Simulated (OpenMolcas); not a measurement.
# Mo⁵⁺ among point charges: CASSCF and CASPT2 levels and susceptibility

How does a field of 5 point charges split the states of Mo⁵⁺, and what χT follows?

Method: state-averaged CASSCF and CASPT2, spin-orbit coupling by RASSI with atomic mean-field integrals. Code: OpenMolcas 26.06.

## (1) Starting point

* Species: Mo⁵⁺ (molybdenum, Z = 42, 37 electrons)
* Basis: ANO-RCC-VDZP [6s5p3d1f], 43 functions
* Scalar Hamiltonian: DKH2, point nucleus
* Inactive shells: 1s 2s 2p 3s 3p 3d 4s 4p
* Active space: 1 electron in 5 orbitals (4d)
* Some configurations of this space: 4d
* Orbitals: optimised for each spin and parity, averaged over all roots

The outer shells:

4d
```
4d [↑ ][  ][  ][  ][  ]
```

The ion sits among 5 point charges of -1 e arranged as a square pyramid (C4v), 2.12 Å from the ion, with the axial distance 1.929 Å.

The work runs as a chain of OpenMolcas steps in one folder; each step below is one input file. Labels, J, g values, rates, χT and fits are worked out afterwards by a script from the matrices that RASSI stores.

## (2) GATEWAY and SEWARD: basis and integrals

Input file a.inp:

```
&GATEWAY
Coord
1

Mo 0.0 0.0 0.0
Basis=ANO-RCC-VDZP
Group=NoSym
NoMove
AngMom=0.0 0.0 0.0
AMFI
XField
5 Angstrom 0
2.120000 0.000000 0.000000 -1.000000
0.000000 2.120000 0.000000 -1.000000
-2.120000 0.000000 0.000000 -1.000000
0.000000 -2.120000 0.000000 -1.000000
0.000000 0.000000 1.929200 -1.000000
&SEWARD
```

Started as:

```sh
> OMP_NUM_THREADS=1 MOLCAS_MEM=1689 MOLCAS_PROJECT=a pymolcas a.inp > a.log
```

The program printed:

```text
Basis set label: MO.ANO-RCC...6S5P3D1F.

      Electronic valence basis set:
      ------------------
      Associated Effective Charge  42.000000 au
      Associated Actual Charge     42.000000 au
      Nuclear Model: Point charge

      Shell  nPrim  nBasis  Cartesian Spherical Contaminant
         s      21       6        X
         p      18       5        X
         d      13       3                 X
         f       6       1                 X
                  Relativistic Douglas-Kroll-Hess integrals:
                    - DKH order of Hamiltonian: 2
                    - DKH order of Properties : 0
                  Atomic mean-field integrals
```

## (3) CASSCF: doublets, 5 roots

Input file a.inp:

```
&RASSCF
FileOrb=start.orb
Symmetry=1
Spin=2
nActEl=1 0 0
Inactive=18
Ras2=5
CIRoot=5 5 1
SDav=5
CIMx=300
Iter=120 100
PrWF=0.3
OrbListing=Nothing
MaxOrb=0
>>> COPY $Project.JobIph JOB001
```

start.orb holds the contracted functions of the basis, ordered by shell, or the orbitals of the step before.

The program printed:

```text
Wave function specifications:
      -----------------------------

      Number of closed shell electrons          36
      Number of electrons in active shells       1
      Max number of holes in RAS1 space          0
      Max nr of electrons in RAS3 space          0
      Number of inactive orbitals               18
      Number of active orbitals                  5
      Number of secondary orbitals              20
      Spin quantum number                      0.5
      State symmetry                             1
Orbital specifications:
      -----------------------

      Symmetry species                           1
                                                 a
      Frozen orbitals                            0
      Inactive orbitals                         18
      Active orbitals                            5
      RAS1 orbitals                              0
      RAS2 orbitals                              5
      RAS3 orbitals                              0
      Secondary orbitals                        20
      Deleted orbitals                           0
      Number of basis functions                 43
      Number of CSFs                             5
      Number of root(s) required                 5
      Iter CI   SX   CI       RASSCF       Energy    max ROT     max BLB   max BLB  Level Ln srch  Step   QN
          iter iter root      energy       change     param      element    value   shift minimum  type update
 Nr of preliminary CI iterations:   1
      Total energies have been shifted. Add                -4000.00 au
        1   1    8    0   -46.62570884    0.00E+00   3.29E-01*  16  29 1 -4.40E-01*  0.00   0.00    SX    NO
        2   1    7    0   -46.90522952   -2.80E-01*  1.80E-02   14  23 1 -5.86E-02*  0.00   0.00    SX    NO
        3   1    7    0   -46.90825367   -3.02E-03*  6.46E-03    7  29 1  7.35E-03*  0.00   0.00    SX    NO
        4   1    6    0   -46.90834653   -9.29E-05* -2.48E-03   18  31 1  1.55E-03*  0.00   0.00    SX    NO
        5   1    6    0   -46.90835225   -5.72E-06* -1.02E-03   18  21 1  4.89E-04*  0.00   0.77    QN   YES
        6   1    5    0   -46.90835285   -5.95E-07* -2.05E-04   18  21 1  5.16E-05   0.00   0.97    QN   YES
        7   1    5    0   -46.90835285   -7.20E-09   5.48E-05   16  22 1 -1.94E-05   0.00   0.72    QN   YES
      Convergence after  7 iterations
        8   1    5    0   -46.90835285   -1.47E-09   5.48E-05   18  21 1  4.95E-06   0.00   0.72    QN   YES
      Natural orbitals and occupation numbers for root  1
      sym 1:  -0.000000   1.000000   0.000000   0.000000   0.000000
      Natural orbitals and occupation numbers for root  2
      sym 1:   0.000000   0.000000   0.000000   1.000000   0.000000
      Natural orbitals and occupation numbers for root  3
      sym 1:  -0.000000  -0.000000   1.000000  -0.000000   0.000000
::    RASSCF root number  1 Total energy:  -4046.91736389
::    RASSCF root number  2 Total energy:  -4046.91736389
::    RASSCF root number  3 Total energy:  -4046.90868186
::    RASSCF root number  4 Total energy:  -4046.90724390
::    RASSCF root number  5 Total energy:  -4046.89111073
```

## (4) State interaction with spin-orbit coupling

Input file a.inp:

```
&RASSI
NrOfJobIphs=1 5
1 2 3 4 5
IphNames
JOB001
EJob
SpinOrbit
DIPRint=1.0
SOCoupling=1000.0
Subsets=2
Property=9
'ANGMOM' 1 'ANGMOM' 2 'ANGMOM' 3 'MLTPL  1' 1 'MLTPL  1' 2 'MLTPL  1' 3
'AMFI' 1 'AMFI' 2 'AMFI' 3
SOProperty=3
'ANGMOM' 1 'ANGMOM' 2 'ANGMOM' 3
```

The program printed:

```text
SPIN-FREE ENERGIES:
  (Shifted by EMIN (a.u.) =      -4046.9173638918)

 SF State       Relative EMIN(au)   Rel lowest level(eV)    D:o, cm**(-1)      L_eff

     1             0.0000000000        0.0000000000              0.0000         2.0
     2             0.0000000000        0.0000000000              0.0000         2.0
     3             0.0086820325        0.2362501395           1905.4859         2.0
     4             0.0101199920        0.2753790110           2221.0815         2.0
     5             0.0262531661        0.7143850440           5761.9040         2.0
     Dipole printing threshold changed to   1.00000000E+00

++ Dipole transition strengths (spin-free states):
   -----------------------------------------------
     for osc. strength at least  1.00000000E+00

  ( Max oscillator strength is only    8.7722088919130643E-007 )
--
Eigenvalues of complex Hamiltonian:
   -----------------------------------
  (Shifted by EMIN (a.u.) =      -4046.9173638918)

 SO State       Relative EMIN(au)   Rel lowest level(eV)    D:o, cm**(-1)     J-value

     1            -0.0047635831        0.0000000000              0.0000         1.5
     2            -0.0047635831        0.0000000000              0.0000         1.5
     3             0.0002594026        0.1366824026           1102.4179         1.4
     4             0.0002594026        0.1366824026           1102.4179         1.4
     5             0.0106991975        0.4207636950           3393.6881         1.6
     6             0.0106991975        0.4207636950           3393.6881         1.6
     7             0.0111206224        0.4322312503           3486.1801         2.4
     8             0.0111206224        0.4322312503           3486.1801         2.4
     9             0.0277395512        0.8844553398           7133.6134         1.2
    10             0.0277395512        0.8844553398           7133.6134         1.2
Weights of the five most important spin-orbit-free states for each spin-orbit state.

 SO State  Total energy (au)           Spin-free states, spin, and weights
 -------------------------------------------------------------------------------------------------------
    1        -0.004764       2 0.5  0.4232    1 0.5  0.4232    3 0.5  0.1535    5 0.5  0.0000    4 0.5  0.0000
    2        -0.004764       2 0.5  0.4232    1 0.5  0.4232    3 0.5  0.1535    5 0.5  0.0000    4 0.5  0.0000
    3         0.000259       2 0.5  0.4084    1 0.5  0.4084    4 0.5  0.1492    5 0.5  0.0340    3 0.5  0.0000
    4         0.000259       2 0.5  0.4084    1 0.5  0.4084    4 0.5  0.1492    5 0.5  0.0340    3 0.5  0.0000
    5         0.010699       4 0.5  0.7934    2 0.5  0.0871    1 0.5  0.0871    5 0.5  0.0324    3 0.5  0.0000
    6         0.010699       4 0.5  0.7934    2 0.5  0.0871    1 0.5  0.0871    5 0.5  0.0324    3 0.5  0.0000
    7         0.011121       3 0.5  0.8465    2 0.5  0.0768    1 0.5  0.0768    5 0.5  0.0000    4 0.5  0.0000
    8         0.011121       3 0.5  0.8465    2 0.5  0.0768    1 0.5  0.0768    5 0.5  0.0000    4 0.5  0.0000
    9         0.027740       5 0.5  0.9336    4 0.5  0.0574    2 0.5  0.0045    1 0.5  0.0045    3 0.5  0.0000
   10         0.027740       5 0.5  0.9336    4 0.5  0.0574    2 0.5  0.0045    1 0.5  0.0045    3 0.5  0.0000
 -------------------------------------------------------------------------------------------------------
```

Time for these steps: 1.6 s (1 thread of Arm Neoverse V1, shared host).

States without spin-orbit coupling:

```
  state  degeneracy  E (cm-1)  free-ion L (%)
doublet           2         0         D (100)
doublet           1      1905         D (100)
doublet           1      2221         D (100)
doublet           1      5762         D (100)
```

With spin-orbit coupling:

```
E (cm-1)  Degeneracy  2S+1               g
     0.0           2     2  0.31 1.46 1.46
    1102           2     2  0.29 0.29 3.47
    3394           2     2  0.33 2.36 2.36
    3486           2     2  1.69 3.46 3.46
    7134           2     2  2.08 2.08 3.80
```

Principal g values are given for doublets only; a zero marks a field direction without first-order Zeeman splitting.

Powder χT (cm³ K/mol): 0.14 at 2 K, 0.14 at 5 K, 0.14 at 10 K, 0.14 at 20 K, 0.14 at 50 K, 0.15 at 100 K, 0.15 at 150 K, 0.16 at 200 K, 0.17 at 250 K, 0.17 at 300 K.

Orbitals of the lowest block (energies include the constant potential of the surroundings):

```
shell     space  energy (hartree)  mean occupation  ⟨r²⟩ (bohr²)
   1s  inactive         -739.9195            2.000       0.00163
   2s  inactive         -108.3663            2.000        0.0277
   2p  inactive          -96.8210            6.000        0.0219
   3s  inactive          -20.6434            2.000         0.208
   3p  inactive          -16.7464            6.000         0.213
   3d  inactive          -10.3822           10.000         0.205
   4s  inactive           -3.9786            2.000          1.37
   4p  inactive           -2.7711            6.000          1.58
   4d      RAS2                              1.000          2.46
```

## (5) CASPT2: IPEA 0.25, imaginary shift 0.1 (closed shells correlated: 4s 4p)

Input file a.inp:

```
>>> COPY JOB001 $Project.JobIph
&CASPT2
Multistate=5 1 2 3 4 5
NoMult
Frozen=14
IPEA=0.25
Imaginary=0.1
MaxIter=60
WThr=0.0 0.3 0.05
PrWF=0.5
NoMix
```

The program printed:

```text
Orbital specifications:
      -----------------------

      Symmetry species                           1
                                                 a
      Frozen orbitals                           14
      Inactive orbitals                          4
      Active orbitals                            5
      Secondary orbitals                        20
      Deleted orbitals                           0
      Number of basis functions                 43
Type of calculation                        SS-CASPT2
      Fock operator                              state-specific
      IPEA shift                                 0.25
      Real shift                                 0.00
      Imaginary shift                            0.10
      The input orbitals will be transformed to quasi-canonical
Reference energy:       -4046.9173638918
      E2 (Non-variational):      -0.1659324201
      Shift correction:          -0.0000759443
      E2 (Variational):          -0.1660083644
      Total energy:           -4047.0833722562
      Residual norm:              0.0000001313
      Reference weight:           0.96661
      Contributions to the CASPT2 correlation energy
      Active & Virtual Only:          0.0000000001
      One Inactive Excited:          -0.0358471302
      Two Inactive Excited:          -0.1300852900
Reference energy:       -4046.9173638918
      E2 (Non-variational):      -0.1659324201
      Shift correction:          -0.0000759443
      E2 (Variational):          -0.1660083644
      Total energy:           -4047.0833722562
      Residual norm:              0.0000001313
      Reference weight:           0.96661
      Contributions to the CASPT2 correlation energy
      Active & Virtual Only:          0.0000000001
      One Inactive Excited:          -0.0358471302
      Two Inactive Excited:          -0.1300852900
::    CASPT2 Root  1     Total energy:  -4047.08337226
::    CASPT2 Root  2     Total energy:  -4047.08337226
::    CASPT2 Root  3     Total energy:  -4047.07482140
::    CASPT2 Root  4     Total energy:  -4047.07333781
::    CASPT2 Root  5     Total energy:  -4047.05720349
```

Time for this run: 0.67 s (1 thread of Arm Neoverse V1, shared host).

SS-CASPT2: lowest energy less the reference's lowest, -0.1660 hartree; reference weights 0.967.

Spin-free states:

```
  state  degeneracy  E (cm-1)  free-ion L (%)
doublet           2         0         D (100)
doublet           1      1877         D (100)
doublet           1      2202         D (100)
doublet           1      5743         D (100)
```

With spin-orbit coupling:

```tsv
E (cm-1)	Degeneracy	2S+1	g
0	2	2	0.31 1.46 1.46
1100	2	2	0.29 0.29 3.46
3380	2	2	0.33 2.36 2.36
3470	2	2	1.69 3.46 3.46
7120	2	2	2.08 2.08 3.80
```

Powder χT (cm³ K/mol): 0.14 at 2 K, 0.14 at 5 K, 0.14 at 10 K, 0.14 at 20 K, 0.14 at 50 K, 0.15 at 100 K, 0.15 at 150 K, 0.16 at 200 K, 0.17 at 250 K, 0.17 at 300 K.

## (6) The methods side by side

A. CASSCF
B. SS-CASPT2, IPEA 0.25, imaginary shift 0.1 (closed shells correlated: 4s 4p)

```
method  ground state  first state of that spin (cm-1)  first gap with spin-orbit (cm-1)  χT at 300 K
     A       doublet                     doublet 1905                            1102.4         0.17
     B       doublet                     doublet 1877                            1103.4         0.17
```

## (7) Results

```
                                            quantity                                                                        value
                                              method  SS-CASPT2, IPEA 0.25, imaginary shift 0.1 (closed shells correlated: 4s 4p)
                              spin-free ground state                                          doublet, 2-fold in its orbital part
first state of the same spin within the active space                                                         doublet at 1880 cm⁻¹
                                        lowest level                                                 2-fold, g = 0.31, 1.46, 1.46
                                          next level                                                                  1103.4 cm⁻¹
                                         χT at 300 K                                                               0.17 cm³ K/mol
                           effective moment at 300 K                                                                      1.18 μB
```

Cost by method:

```
                                              method  time of its own steps  time with the reference
                                           A. CASSCF                  1.6 s                    1.6 s
B. SS-CASPT2, IPEA 0.25, imaginary shift 0.1, +4s 4p                 0.67 s                    2.3 s
```

Times are of one thread on a shared host.

**Reading.** The spin-free ground state (doublet) comes to 100 % from free-ion D terms and keeps the highest spin of the shell. χT at 300 K is 0.17, against 0.38 cm³ K/mol for the spin alone, so orbital moment lowers it. The field of point charges can differ much from that of real complexes. This is an electrostatic model: the charges have no orbitals.
